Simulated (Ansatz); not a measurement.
# YTiGe: structure and electronic properties

Aim: for YTiGe, relax cell and atoms and see whether it has a gap, which orbitals make up the states near it and how charge is shared.

Computed with Ansatz 0.2.0 (DFT r2SCAN, scalar-relativistic, plane waves, PAW, unless a step's input says otherwise).

## (1) Starting point

The structure is tetragonal, space group I4/mmm (No. 139). The conventional cell has a = 4.049 Å, b = 4.049 Å, c = 15.258 Å, α = 90.00°, β = 90.00°, γ = 90.00°. Y (site symmetry 4mm) is surrounded by 5 Ge at 2.90 to 3.01 Å and 4 Ti at 3.25 Å. Ti (site symmetry mmm) has 4 Ti at 2.86 Å and 4 Ge at 2.90 Å and 4 Y at 3.25 Å in its first shell of neighbours. Around Ge (site symmetry 4mm) lie 4 Ti at 2.90 Å and 5 Y at 2.90 to 3.01 Å.

Coordinates:

```cif
data_structure
_symmetry_space_group_name_H-M 'P 1'
_symmetry_Int_Tables_number 1
_cell_length_a 8.1485
_cell_length_b 8.1485
_cell_length_c 8.1485
_cell_angle_alpha 151.228
_cell_angle_beta 151.228
_cell_angle_gamma 41.141
_cell_volume 125.07
loop_
_atom_site_label
_atom_site_type_symbol
_atom_site_fract_x
_atom_site_fract_y
_atom_site_fract_z
_atom_site_occupancy
Y1 Y 0.33300 0.33300 0.00000 1
Y2 Y 0.66700 0.66700 0.00000 1
Ti1 Ti 0.50000 0.00000 0.50000 1
Ti2 Ti 0.00000 0.50000 0.50000 1
Ge1 Ge 0.13600 0.13600 0.00000 1
Ge2 Ge 0.86400 0.86400 0.00000 1
```

Source of the structure: the Crystallography Open Database.

(A quick probe on a coarse mesh, which set the mesh and smearing, is not shown.)

## (3) A loose first relaxation

File input.yaml:

```yaml
crystal:
  lattice:
    - [-2.0245, 2.0245, 7.629]
    - [2.0245, -2.0245, 7.629]
    - [2.0245, 2.0245, -7.629]
  atoms:
    - { symbol: "Y", position: [0.333, 0.333, 0.0] }
    - { symbol: "Y", position: [0.667, 0.667, 0.0] }
    - { symbol: Ti, position: [0.5, 0.0, 0.5] }
    - { symbol: Ti, position: [0.0, 0.5, 0.5] }
    - { symbol: Ge, position: [0.136, 0.136, 0.0] }
    - { symbol: Ge, position: [0.864, 0.864, 0.0] }
basis:
  ecutwfc: 500
kpoints:
  mp_grid: { grid: [8, 8, 8] }
hamiltonian:
  xc: r2scan
scf:
  occupations: { method: gaussian, width: 0.1 }
output:
  forces: true
  stress: true
  eigenvalues: true
relax:
  adjacent_minimum: "off"
  f_tol: 0.05
  max_steps: 80
  cell: { stress_tol: 0.5 }
```

On the command line:

```bash
> ansatz run input.yaml --threads 1 --pin off --max-ram 2560MiB --backend cpu --events-out ev --progress --plain --runs-dir out
```

Further runs follow: full relaxation; static run: bands, density of states and charges.

Before running it: what results should come out? Wanted: relaxed cell; volume; gap; states at the Fermi level; Bader charges.

As calculated:

| quantity | value |
| --- | --- |
| relaxed cell (conventional) | a = 4.066 Å, b = 4.066 Å, c = 15.283 Å, α = 90.00°, β = 90.00°, γ = 90.00° |
| space group (0.01 Å) | I4/mmm (No. 139) |
| volume | 21.05 Å³/atom |
| gap | none (metal) |
| states at the Fermi level | 10.59 per eV per cell |
| Bader charges | Y +1.53, Ti +0.71, Ge -2.24 e |

The relaxed volume is 1.0 % larger than at the start. There is no gap at this level. Of the projected weight within 0.25 eV of the Fermi level, the largest part is Ti 3d (55 %) and Y 4d (36 %). Bader charges reach 2.2 e, so charge transfer in this metal is strong.
